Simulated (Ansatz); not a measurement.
# C4H5Si: the cost of one run

Program: Ansatz 0.2.0, Gaussian basis. Level of theory: the settings change from run to run. These are calculated values, not measurements.

1 further run of the same task is left out (it didn't finish). Runs told in other sessions of the task aren't counted.

## (1) The geometry

An earlier PBE0-D4 in a triple-zeta def2 set relaxation fixed the geometry.

SMILES `[C]#C[SiH2]C=C`, 10 atoms, charge 0, spin multiplicity 2.

Atoms are counted from 1 here; the program's logs count them from 0.

Bond lengths: C1–C2 1.213 Å, C2–Si3 1.833 Å, Si3–C4 1.853 Å, Si3–H6 1.484 Å, Si3–H7 1.485 Å, C4–C5 1.330 Å, C4–H8 1.088 Å, C5–H9 1.087 Å, C5–H10 1.086 Å. Angles: C1–C2–Si3 179.2°, C2–Si3–C4 110.2°, C2–Si3–H6 108.7°, C2–Si3–H7 106.8°, C4–Si3–H6 109.3°, C4–Si3–H7 111.6°, H6–Si3–H7 110.1°, Si3–C4–C5 122.2°, Si3–C4–H8 119.1°, C5–C4–H8 118.7°, C4–C5–H9 121.8°, C4–C5–H10 122.1°, H9–C5–H10 116.1°.

## (2) SVWN5/aug-cc-pVTZ

Options: coordinates scaled by 1.25, high accuracy, the search for lower states set to full.

File in.yaml:

```yaml
crystal:
  periodic: [false, false, false]
  atoms:
    - {symbol: C, position_ang: [1.124581, -3.669902, 1.832847]}
    - {symbol: C, position_ang: [1.191301, -2.302091, 1.183005]}
    - {symbol: Si, position_ang: [1.270593, -0.244119, 0.178873]}
    - {symbol: C, position_ang: [-0.752471, 0.225458, -0.848032]}
    - {symbol: C, position_ang: [-1.670579, 1.548504, -0.435196]}
    - {symbol: H, position_ang: [1.612776, 1.037346, 1.475842]}
    - {symbol: H, position_ang: [2.664057, -0.298141, -1.046209]}
    - {symbol: H, position_ang: [-1.204233, -0.602802, -1.828335]}
    - {symbol: H, position_ang: [-1.282499, 2.412370, 0.538402]}
    - {symbol: H, position_ang: [-2.849650, 1.829375, -1.047570]}
basis:
  gaussian: {orbitals: aug-cc-pVTZ}
magnetization: {spin_polarized: true, initial_magnetization: 1}
hamiltonian: {xc: {name: SVWN5}}
accuracy: high
scf: {lower_state_search: full}
```

Started as:

```
$ ansatz run in.yaml --threads 4 --pin off --events-out ev --progress --plain --max-ram 10444MiB
```

**Question.** How long does this run take on 4 threads of Arm Neoverse V2, shared host, and how much memory does it need?

About 1.9 min, with a peak of 4.2 GiB.
